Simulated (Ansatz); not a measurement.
# InAs: the cost of one run

Method: DFT LDA, scalar-relativistic, plane waves, PAW, in Ansatz 0.2.0.

The COD entry's cell or inner coordinates are ideal or old and differ from later refinements, so a difference from it is no clean test against experiment.

4 further runs of the same task are left out: 1 that didn't finish, 3 set aside as unsound or not needed.

### 1 The starting structure

Symmetry: F-43m, No. 216, cubic system. The conventional cell has a = 6.027 Å, b = 6.027 Å, c = 6.027 Å, α = 90.00°, β = 90.00°, γ = 90.00°. In (site symmetry -43m) is surrounded by 4 As at 2.61 Å. As (site symmetry -43m) has 4 In at 2.61 Å as nearest neighbours.

Coordinates:

```
CELL_PARAMETERS angstrom
0.00000 3.01330 3.01330
3.01330 0.00000 3.01330
3.01330 3.01330 0.00000
ATOMIC_POSITIONS crystal
In 0.00000 0.00000 0.00000
As 0.75000 0.75000 0.75000
```

This cell was relaxed beforehand with the same method: volume 27.36 Å³/atom, gap on the mesh none (metal).

### 2 Relaxing at 2 GPa

At a set pressure the run lowers the enthalpy E + PV, so the energy alone may rise along the way.

input.yaml

```yaml
crystal:
  lattice:
    - [0.0, 3.0133041419, 3.0133041419]
    - [3.0133041419, 0.0, 3.0133041419]
    - [3.0133041419, 3.0133041419, 0.0]
  atoms:
    - { symbol: In, position: [0.0, 0.0, 0.0] }
    - { symbol: As, position: [0.75, 0.75, 0.75] }
basis:
  ecutwfc: 420
kpoints:
  mp_grid: { grid: [12, 12, 12] }
hamiltonian:
  xc: lda
scf:
  occupations: { method: fermi_dirac, width: 0.15 }
output:
  forces: true
  stress: true
  eigenvalues: true
relax:
  adjacent_minimum: "off"
  f_tol: 0.001
  max_steps: 60
  cell: { stress_tol: 0.02, p_target: 2.0 }
```

Command:

```bash
> ansatz run input.yaml --threads 1 --pin off --max-ram 3072MiB --backend cpu --events-out ev --progress --plain --runs-dir out
```

Q: Estimate wall time and peak memory on 1 thread of Intel Xeon at 2.50GHz (Skylake/Cascade Lake), shared host.

About 79 s, with a peak of 0.41 GiB.
